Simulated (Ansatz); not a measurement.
# CoGe (zincblende type): how the settings move a single-point run

How sensitive is a single-point run of CoGe (zincblende type) to its settings? A reference run comes first, then one run with altered input.

Computed with Ansatz 0.2.0 (reference: DFT, LDA, PAW with Ansatz's default frozen-core files, scalar-relativistic, unless a step's input says otherwise).

1 further run of the same task is left out (it didn't finish).

**1. Starting point**

It takes space group F-43m (No. 216, cubic). The conventional cell has a = 3.933 Å, b = 3.933 Å, c = 3.933 Å, α = 90.00°, β = 90.00°, γ = 90.00°. Around Co (site symmetry -43m) lie 4 Ge at 1.70 Å. Ge (site symmetry -43m) is surrounded by 4 Co at 1.70 Å.

Coordinates:

```
Co Ge
1.0
     0.00000    1.96663    1.96663
     1.96663    0.00000    1.96663
     1.96663    1.96663    0.00000
Co Ge
1 1
Direct
  0.00000 0.00000 0.00000
  0.25000 0.25000 0.25000
```

**2. Reference**

Input file input.yaml:

```yaml
crystal:
  lattice:
    - [0.0, 1.9666253104, 1.9666253104]
    - [1.9666253104, 0.0, 1.9666253104]
    - [1.9666253104, 1.9666253104, 0.0]
  atoms:
    - { symbol: Co, position: [0.0, 0.0, 0.0], spin: 1.7 }
    - { symbol: Ge, position: [0.25, 0.25, 0.25] }
magnetization:
  spin_polarized: true
kpoints:
  mp_grid: { grid: [13, 13, 13] }
  band_path:
    path:
      - [0.0, 0.0, 0.0]
      - [-0.5, -0.5, 0.0]
      - [-0.375, -0.375, 0.25]
      - [-0.375, 0.0, 0.375]
      - [0.0, 0.0, 0.0]
      - [0.0, 0.0, 0.5]
      - [-0.5, -0.25, 0.25]
      - [-0.5, -0.5, 0.0]
    npoints: 8
scf:
  occupations: { method: fermi_dirac, width: 0.05 }
hamiltonian:
  xc: lda
  pseudopotentials: { kind: paw }
output:
  forces: true
  stress: true
  eigenvalues: true
  populations: true
  dos: { projected: true, de: 0.2, e_range: [-14, 8] }
```

Run with:

```bash
$ ansatz run input.yaml --threads 1 --pin off --max-ram 3072MiB --backend cpu --events-out ev --progress --plain --runs-dir out
```

**3. Variant: occupations.method gaussian, occupations.width 0.15**

input.yaml: that of step 2 with these lines changed.

```diff
@@ -24,3 +24,3 @@
 scf:
-  occupations: { method: fermi_dirac, width: 0.05 }
+  occupations: { method: gaussian, width: 0.15 }
 hamiltonian:
@@ -33,2 +33,5 @@
   populations: true
-  dos: { projected: true, de: 0.2, e_range: [-14, 8] }
+  write_density: true
+  write_potential: true
+  elf: true
+  volumetric_format: npy
```

**Question.** What will these runs give? Wanted: for each run, ending; energy change; pressure; gap; force.

**Answer**, as computed:

```
                                                   run     ending       energy change  pressure (GPa)  gap (eV)  force (eV/Å)  cycles   time
                                             reference  converged                   0           519.9      0.00          0.00      11  3.6 s
1: occupations.method gaussian, occupations.width 0.15  converged  0.0 meV/atom (σ→0)           519.9      0.00          0.00      10  3.6 s
```

Times don't compare one to one where runs were asked for different outputs or read a saved state (see the inputs); cycles may leave out searches for a lower state.

Residual by cycle in the longest SCF loop of each run; runs are numbered as in the table. The quantity is the density residual dr2, in eV.

```
cycle  reference    run 1
    1      0.455    0.456
    2       1.21     1.21
    3      0.108    0.113
    4      0.438    0.444
    5     0.0499   0.0505
    6    0.00473  0.00471
    7     1.8e-5   1.3e-5
    8     1.3e-7   7.4e-8
    9     6.5e-8   6.5e-8
   10     2.9e-9  1.4e-11
   11    1.9e-11        -
```

What this shows: Changing the smearing hardly moves the energy: 0.0 meV/atom. The structure is not at rest: the sound run finds 520 GPa, so these are no properties of the relaxed crystal. 
